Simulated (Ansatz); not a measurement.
# C2H7AlO2: a ladder of functionals and wavefunction methods

How much do the methods differ for C2H7AlO2? The plan is to run it at one geometry with functionals of several rungs and with coupled cluster, and see how far each lands from CCSD(T) at the basis-set limit for the atomisation energy.

Computed with Ansatz 0.2.0, Gaussian basis. Level: functionals in def2-TZVPP, the program's frozen cores in correlated methods.

The runs, in order: LDA (SPW92), PBE-D4, revPBE-D4, BLYP-D4, r2SCAN-D4, B97M-V, PBE0-D4, B3LYP-D4, r2SCANh-D4, r2SCAN0-D4, HSE06-D4, BHLYP-D4, CAM-B3LYP-D4, LC-ωPBE, ωB97X-V, ωB97M-V, B2PLYP, PBE-QIDH; CCSD(T)/def2-SVP; CCSD(T)/def2-TZVPP; MP2/def2-QZVPP; extrapolation to the limit; RPA on PBE.

## Step 1: The geometry

The geometry comes from an earlier relaxation with PBE0-D4 in a triple-zeta def2 set; it is a stationary point, not always the lowest conformer.

SMILES `C[O][Al]([CH3])[OH]`, 12 atoms, charge 0, spin multiplicity 1.

Atoms are counted from 1 here; the program's logs count them from 0.

Bond lengths: C1–O2 1.395 Å, C1–H6 1.096 Å, C1–H7 1.098 Å, C1–H8 1.096 Å, O2–Al3 1.690 Å, Al3–C4 1.938 Å, Al3–O5 1.694 Å, C4–H9 1.094 Å, C4–H10 1.092 Å, C4–H11 1.094 Å, O5–H12 0.956 Å. Angles: O2–C1–H6 110.3°, O2–C1–H7 112.8°, O2–C1–H8 110.3°, H6–C1–H7 107.8°, H6–C1–H8 107.7°, H7–C1–H8 107.8°, C1–O2–Al3 134.5°, O2–Al3–C4 123.0°, O2–Al3–O5 117.2°, C4–Al3–O5 119.8°, Al3–C4–H9 111.4°, Al3–C4–H10 111.3°, Al3–C4–H11 111.3°, H9–C4–H10 107.9°, H9–C4–H11 106.8°, H10–C4–H11 107.9°, Al3–O5–H12 122.1°.

## Step 2: LDA

This LDA is Slater exchange with PW92 correlation.

The input, in.yaml:

```yaml
crystal:
  periodic: [false, false, false]
  atoms:
    - {symbol: C, position_ang: [-1.404712, -0.274329, 1.507092]}
    - {symbol: O, position_ang: [-0.217861, 0.396425, 1.210827]}
    - {symbol: Al, position_ang: [0.797433, 0.468388, -0.138708]}
    - {symbol: C, position_ang: [0.451393, -0.514733, -1.773049]}
    - {symbol: O, position_ang: [2.171028, 1.453755, -0.023370]}
    - {symbol: H, position_ang: [-2.196080, 0.442873, 1.751569]}
    - {symbol: H, position_ang: [-1.761403, -0.896017, 0.674912]}
    - {symbol: H, position_ang: [-1.266080, -0.926899, 2.376204]}
    - {symbol: H, position_ang: [-0.519752, -0.248570, -2.200515]}
    - {symbol: H, position_ang: [1.216675, -0.314595, -2.525862]}
    - {symbol: H, position_ang: [0.432117, -1.593459, -1.591853]}
    - {symbol: H, position_ang: [2.374242, 1.952061, 0.766652]}
basis:
  gaussian: {orbitals: def2-TZVPP}
hamiltonian: {xc: lda}
output: {orbitals: {seedname: orbitals}}
```

Further steps of the session: PBE-D4 (GGA); revPBE-D4 (GGA); BLYP-D4 (GGA); r2SCAN-D4 (meta-GGA); B97M-V (meta-GGA); PBE0-D4 (hybrid); B3LYP-D4 (hybrid); r2SCANh-D4 (hybrid); r2SCAN0-D4 (hybrid); HSE06-D4 (hybrid); BHLYP-D4 (hybrid); CAM-B3LYP-D4 (range-separated); LC-ωPBE-D4 (range-separated); ωB97X-V (range-separated); ωB97M-V (range-separated); B2PLYP (double hybrid); PBE-QIDH (double hybrid); CCSD(T) in def2-SVP; CCSD(T) in def2-TZVPP; MP2 in def2-QZVPP; RPA on PBE orbitals.

Q: Predict the results of all the runs planned. Wanted: atomisation energy, CCSD(T)/CBS; farthest beyond LDA; mean size of error, GGA; mean size of error, meta-GGA; mean size of error, hybrid; mean size of error, range-separated; mean size of error, double hybrid; gap, smallest and largest; T1 diagnostic.

As calculated:

```
                               quantity                                                        value
        atomisation energy, CCSD(T)/CBS                                              1106.0 kcal/mol
functionals within 5.5 kcal/mol (0.5 %)  r2SCAN-D4, B97M-V, B3LYP-D4, CAM-B3LYP-D4, ωB97X-V, ωB97M-V
                    farthest beyond LDA                                    BHLYP-D4 (-37.4 kcal/mol)
                mean size of error, GGA                                                11.5 kcal/mol
           mean size of error, meta-GGA                                                 1.7 kcal/mol
             mean size of error, hybrid                                                14.6 kcal/mol
    mean size of error, range-separated                                                 3.2 kcal/mol
      mean size of error, double hybrid                                                13.6 kcal/mol
              gap, smallest and largest                        5.57 eV (BLYP-D4), 12.88 eV (LC-ωPBE)
                          T1 diagnostic                                                       0.0117
triples share of the correlation energy                                                        3.5 %
```

**Reading.** The LDA atomisation energy is off by 145.3 kcal/mol (13 %): it overbinds. PBE-D4 misses by +10.2 kcal/mol. Double hybrids carry the basis error of their MP2 part in triple zeta, and no dispersion term here, so their miss is partly the set-up's. The rungs meta-GGA, range-separated miss on average by less than the doubt on the reference (5.5 kcal/mol), so they tie. The reference freezes the cores and leaves out relativity and excitations past (T), so misses under about 5.5 kcal/mol can't be ranked. Hartree-Fock recovers 73 % of the binding; the rest is correlation. CCSD(T) in def2-SVP is off by -62.7 kcal/mol, more than most functionals: a good method in a small basis is no reference. Orbital gaps span 5.6 to 12.9 eV; exact exchange widens them.
